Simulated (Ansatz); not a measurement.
# BH4NSSi: molecular dynamics

All numbers below are computed with Ansatz 0.2.0 (RKS PBE0-D4/6-31G*).

**1. The system as given**

Bond lengths: S1–Si2 2.170 Å, Si2–B3 1.905 Å, Si2–N4 1.792 Å, B3–N4 1.372 Å, S1–H5 1.325 Å, Si2–H6 1.454 Å, B3–H7 1.158 Å, N4–H8 1.007 Å. Angles: S1–Si2–B3 123.9°, S1–Si2–N4 112.9°, S1–Si2–H6 100.8°, B3–Si2–N4 43.4°, B3–Si2–H6 133.2°, N4–Si2–H6 109.8°, Si2–S1–H5 96.8°, Si2–B3–N4 63.9°, Si2–B3–H7 158.8°, N4–B3–H7 137.3°, Si2–N4–B3 72.7°, Si2–N4–H8 147.5°, B3–N4–H8 139.7°.

As a file:

```xyz
8

S    -1.4241    1.7860   -0.5072
Si    0.1553    0.6984    0.5095
B     1.1217   -0.7473   -0.2698
N    -0.0343   -1.0791    0.3900
H    -1.1130    1.4032   -1.7367
H    -0.0602    1.1251    1.8827
H     1.9512   -1.2967   -0.8631
H    -0.5966   -1.8896    0.5946
```

**2. Relaxing the start**

The input, input.yaml:

```yaml
crystal:
  periodic: [false, false, false]
  atoms:
    - { symbol: S, position_ang: [-1.42407, 1.78598, -0.50716] }
    - { symbol: Si, position_ang: [0.15535, 0.69839, 0.50947] }
    - { symbol: B, position_ang: [1.12166, -0.74727, -0.26977] }
    - { symbol: "N", position_ang: [-0.03432, -1.07912, 0.39] }
    - { symbol: H, position_ang: [-1.11301, 1.40323, -1.73667] }
    - { symbol: H, position_ang: [-0.0602, 1.12506, 1.88272] }
    - { symbol: H, position_ang: [1.95121, -1.29665, -0.86315] }
    - { symbol: H, position_ang: [-0.59661, -1.88963, 0.59456] }
basis:
  gaussian: { orbitals: "6-31G*" }
hamiltonian:
  xc: pbe0
  dispersion: d4
relax:
  f_tol: 0.02
  max_steps: 40
scf:
  lower_state_search: "off"
```

Launch:

```sh
$ ansatz run input.yaml --threads 1 --pin off --max-ram 2048MiB --backend cpu --events-out ev --progress --plain --runs-dir out
```

**Question.** How long does this run take on 1 thread of Arm Neoverse V2, shared host, and how much memory does it need?

About 20 s, with a peak of 0.14 GiB.
